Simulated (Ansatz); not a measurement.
# GdBRh3: the cost of one run

Program: the Python package of Ansatz 0.2.0. The levels of theory stand in the script. These are calculated values, not measurements.

## Step 1: The system

It takes space group Pm-3m (No. 221, cubic). The conventional cell has a = 4.183 Å, b = 4.183 Å, c = 4.183 Å, α = 90.00°, β = 90.00°, γ = 90.00°. Gd (site symmetry m-3m) has 12 Rh at 2.96 Å in its first shell of neighbours. B (site symmetry m-3m) is surrounded by 6 Rh at 2.09 Å. Around Rh (site symmetry 4/mmm) lie 2 B at 2.09 Å.

gdbrh3.xyz, read by the script:

```xyz
5
Lattice="4.183 0.0 0.0 0.0 4.183 0.0 0.0 0.0 4.183" Properties=species:S:1:pos:R:3:initial_magmoms:R:1 pbc="T T T"
Gd    0.00000000    0.00000000    0.00000000  7.00
B     2.09150000    2.09150000    2.09150000  0.00
Rh    0.00000000    2.09150000    2.09150000  0.00
Rh    2.09150000    0.00000000    2.09150000  0.00
Rh    2.09150000    2.09150000    0.00000000  0.00
```

## Step 2: Script

lattice.py reads:

```python
import ansatz as az
import numpy as np

def edges_and_angles(cell):
    cell = np.asarray(cell)
    a, b, c = np.linalg.norm(cell, axis=1)
    cosines = cell[1] @ cell[2] / (b * c), cell[0] @ cell[2] / (a * c), cell[0] @ cell[1] / (a * b)
    return (a, b, c, *np.degrees(np.arccos(cosines)))

system = az.Crystal.from_extxyz('gdbrh3.xyz')

model = (
    system.calculation()
    .spin(az.SpinTreatment.COLLINEAR)
    .occupations(az.OccupationsMethod.FERMI_DIRAC, width=0.1)
    .kpoints(mesh=(6, 6, 6))
    .basis(470)
    .relax(cell=True)
)

levels = [('blyp', 'd3bj'), ('pbesol', 'd3bj'), ('lda', 'none')]
print('level            a       b       c    alpha   beta  gamma  V/atom  steps')
for name, dispersion in levels:
    seen = []
    run = model.functional(name, dispersion=dispersion).session().plan()
    out = run.execute(on_event=lambda e: seen.append(e) if e['event'] == 'relax_step' else None)
    cell = out.lattice.cell_ang
    label = name if dispersion == 'none' else f'{name}+{dispersion}'
    print('{:13s} {:7.4f} {:7.4f} {:7.4f} {:6.2f} {:6.2f} {:6.2f}'.format(label, *edges_and_angles(cell)), f'{abs(np.linalg.det(cell)) / len(out.lattice.sites):7.3f} {len(seen):5d}')
```

## Step 3: The calls as engine input

The engine receives this input (first run):

```yaml
crystal:
  lattice:
    - [4.183, 0.0, 0.0]
    - [0.0, 4.183, 0.0]
    - [0.0, 0.0, 4.183]
  atoms:
    - { symbol: Gd, position: [0.0, 0.0, 0.0], spin: 7.0 }
    - { symbol: B, position: [0.5, 0.5, 0.5], spin: 0.0 }
    - { symbol: Rh, position: [0.0, 0.5, 0.5], spin: 0.0 }
    - { symbol: Rh, position: [0.5, 0.0, 0.5], spin: 0.0 }
    - { symbol: Rh, position: [0.5, 0.5, 0.0], spin: 0.0 }
basis:
  ecutwfc: 470.0
kpoints:
  mp_grid:
    grid: [6, 6, 6]
hamiltonian:
  xc: blyp
  dispersion: d3bj
magnetization:
  spin_polarized: true
scf:
  occupations:
    method: fermi_dirac
    width: 0.1
relax:
  cell: {}
```

## Step 4: Launch

On the command line:

```console
$ python lattice.py
```

What time and memory should one allow on 1 thread of Intel Xeon 6975P-C (Granite Rapids), shared host?

About 64 s, with a peak of 0.66 GiB.
